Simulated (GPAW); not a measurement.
Input of a GPAW 26.7.0 run:

File run.py:

```python
from ase import Atoms
from ase.dft.bandgap import bandgap
from ase.io import write
from ase.units import GPa
from gpaw import GPAW, PW

atoms = Atoms(['Te', 'Nb'],
              cell=[[3.7029743866, 0.0, 0.0],
                    [-1.8514871933, 3.2068698884, 0.0],
                    [0.0, 0.0, 3.694211]],
              scaled_positions=[[0.665362, 0.329518, -0.005636],
                                [0.000673, -0.002715, 0.506854]],
              pbc=True)

calc = GPAW(mode=PW(600),
            xc='PBE',
            kpts={'size': (8, 8, 7), 'gamma': True},
            occupations={'name': 'fermi-dirac', 'width': 0.05},
            nbands=20,
            convergence={'density': 1e-05, 'energy': 1e-05},
            maxiter=150,
            txt='gpaw.txt')
atoms.calc = calc
energy = atoms.get_potential_energy()
forces = atoms.get_forces()
stress = atoms.get_stress()
calc.write('gs.gpw')
write('result.traj', atoms)
print(f'Energy: {energy:.6f} eV')
print('Forces (eV/A):')
print(forces.round(4))
print('Stress (GPa):', (stress / GPa).round(3))
print('Fermi level:', round(calc.get_fermi_level(), 4), 'eV')
print(f'Gap: {bandgap(calc)[0]:.4f} eV, direct: {bandgap(calc, direct=True)[0]:.4f} eV')
```

Potentials or basis: GPAW PAW data sets (gpaw-data 1.2.1), pw.

Run with:

```console
$ OMP_NUM_THREADS=1 python run.py
```

Task: Predict the pressure.

Result: -1.4 GPa.

Task: Estimate the band gap on the k mesh.

Result: None (metal or under the smearing width).

Task: Estimate the largest force.

Result: 0.438 eV/Å.

Stress tensor (GPa, compression positive):
```
-1.43  0.12  0.03
 0.12 -1.58  0.02
 0.03  0.02 -1.14
```

Spin-orbit coupling is left out, which matters for the levels of Te.
